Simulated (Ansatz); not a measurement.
# LaSc2As4: the cost of one run

Computed with Ansatz 0.2.0 (DFT PBE, scalar-relativistic, plane waves, PAW, unless a step's input says otherwise).

**1. The starting structure**

The structure is tetragonal, space group P4 (No. 75). The conventional cell has a = 4.777 Å, b = 4.777 Å, c = 8.376 Å, α = 90.00°, β = 90.00°, γ = 90.00°. La (site symmetry 4) is surrounded by 4 Sc at 2.66 Å. Around Sc (site symmetry 2) lie 4 As at 2.23 to 2.79 Å and 2 La at 2.66 Å. As (site symmetry 1) has 5 As at 2.21 to 2.71 Å and 2 Sc at 2.23 to 2.79 Å as nearest neighbours.

Coordinates:

```
CELL_PARAMETERS angstrom
4.77690 0.00000 0.00000
0.00000 4.77690 0.00000
0.00000 0.00000 8.37571
ATOMIC_POSITIONS crystal
La 0.00000 0.00000 0.92006
Sc 0.00000 0.50000 0.05952
Sc 0.50000 0.00000 0.05952
As 0.21527 0.66090 0.27682
As 0.78473 0.33910 0.27682
As 0.33910 0.21527 0.27682
As 0.66090 0.78473 0.27682
```

The cell is invented: random cell by space group and Wyckoff sites (P4, No. 75). Its size is a rough estimate.

**2. Probe: one point on a coarse mesh**

File input.yaml:

```yaml
crystal:
  lattice:
    - [4.77690338, 0.0, 0.0]
    - [0.0, 4.77690338, 0.0]
    - [0.0, 0.0, 8.37570941]
  atoms:
    - { symbol: La, position: [0.0, 0.0, 0.92005888] }
    - { symbol: Sc, position: [0.0, 0.5, 0.0595209] }
    - { symbol: Sc, position: [0.5, 0.0, 0.0595209] }
    - { symbol: As, position: [0.21527192, 0.66090313, 0.27682117] }
    - { symbol: As, position: [0.78472808, 0.33909687, 0.27682117] }
    - { symbol: As, position: [0.33909687, 0.21527192, 0.27682117] }
    - { symbol: As, position: [0.66090313, 0.78472808, 0.27682117] }
basis:
  ecutwfc: 420
kpoints:
  mp_grid: { grid: [4, 4, 2] }
hamiltonian:
  xc: pbe
scf:
  occupations: { method: gaussian, width: 0.1 }
  lower_state_search: "off"
output:
  forces: true
  stress: true
  eigenvalues: true
```

The run is started by

```sh
> ansatz run input.yaml --threads 1 --pin off --max-ram 2560MiB --backend cpu --events-out ev --progress --plain --runs-dir out
```

What time and memory should one allow on 1 thread of Arm Neoverse N1, shared host?

About 25 s, with a peak of 0.49 GiB.
